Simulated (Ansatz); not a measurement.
# FH₄N₂NbO: basis-set convergence

Aim: see how fast density functionals converge with the basis set for FH₄N₂NbO.

The runs use Ansatz 0.2.0, Gaussian basis; one geometry, several basis sets.

The runs, in order: PBE0-D4/def2-SVP; ωB97M-V/def2-SVP; PBE0-D4/def2-QZVPP; ωB97M-V/def2-QZVPP; the functionals' def2-TZVPP values are taken from earlier runs.

### 1 The geometry

An earlier PBE0-D4 in a triple-zeta def2 set relaxation fixed the geometry. Nb takes the def2 core potential; no spin-orbit term is included.

SMILES `[NH]=[Nb]([NH2])([OH])[F]`, 9 atoms, charge 0, spin multiplicity 1.

Atoms are counted from 1 here; the program's logs count them from 0.

Bond lengths: N1–Nb2 1.744 Å, N1–H6 1.008 Å, Nb2–N3 1.965 Å, Nb2–O4 1.902 Å, Nb2–F5 1.890 Å, N3–H7 1.011 Å, N3–H8 1.007 Å, O4–H9 0.957 Å. Angles: Nb2–N1–H6 172.3°, N1–Nb2–N3 103.7°, N1–Nb2–O4 110.9°, N1–Nb2–F5 111.3°, N3–Nb2–O4 110.2°, N3–Nb2–F5 111.2°, O4–Nb2–F5 109.4°, Nb2–N3–H7 122.9°, Nb2–N3–H8 126.4°, H7–N3–H8 110.5°, Nb2–O4–H9 131.2°.

Coordinates:

```xyz
9
FH4N2NbO
N    -0.8961    0.8176   -1.1625
Nb    0.1984    0.4484    0.1445
N     0.8967   -1.3286   -0.3212
O    -0.7262    0.3769    1.8052
F     1.5913    1.7211    0.2555
H    -1.4923    1.1602   -1.8999
H     1.4875   -1.8668    0.2986
H     0.6832   -1.8562   -1.1525
H    -1.6541    0.4812    2.0152
```

### 2 PBE0-D4 in def2-SVP

in.yaml

```yaml
crystal:
  periodic: [false, false, false]
  atoms:
    - {symbol: N, position_ang: [-0.896052, 0.817565, -1.162468]}
    - {symbol: Nb, position_ang: [0.198361, 0.448357, 0.144458]}
    - {symbol: N, position_ang: [0.896694, -1.328625, -0.321161]}
    - {symbol: O, position_ang: [-0.726196, 0.376898, 1.805212]}
    - {symbol: F, position_ang: [1.591309, 1.721114, 0.255477]}
    - {symbol: H, position_ang: [-1.492268, 1.160205, -1.899861]}
    - {symbol: H, position_ang: [1.487527, -1.866836, 0.298608]}
    - {symbol: H, position_ang: [0.683184, -1.856158, -1.152506]}
    - {symbol: H, position_ang: [-1.654060, 0.481181, 2.015242]}
basis:
  gaussian: {orbitals: def2-SVP}
hamiltonian: {xc: pbe0, dispersion: d4}
output: {orbitals: {seedname: orbitals}}
```

Further steps of the session: ωB97M-V in def2-SVP; PBE0-D4 in def2-QZVPP; ωB97M-V in def2-QZVPP.

**Question.** What will the summary of the whole plan be? Wanted: PBE0-D4: double and triple zeta above quadruple; ωB97M-V: double and triple zeta above quadruple.

**Answer**, as computed:

| quantity | value |
| --- | --- |
| PBE0-D4: double and triple zeta above quadruple | 10.52, 0.54 eV |
| ωB97M-V: double and triple zeta above quadruple | 10.75, 0.52 eV |

PBE0-D4 gains 9.98 eV from double to triple zeta, then 0.54 eV more. Total energies overstate the basis error of differences, where much of it tends to cancel. The LUMO of ωB97M-V is positive and keeps falling with the basis (1.13 to 0.46 eV): an unbound level that the basis holds in place.
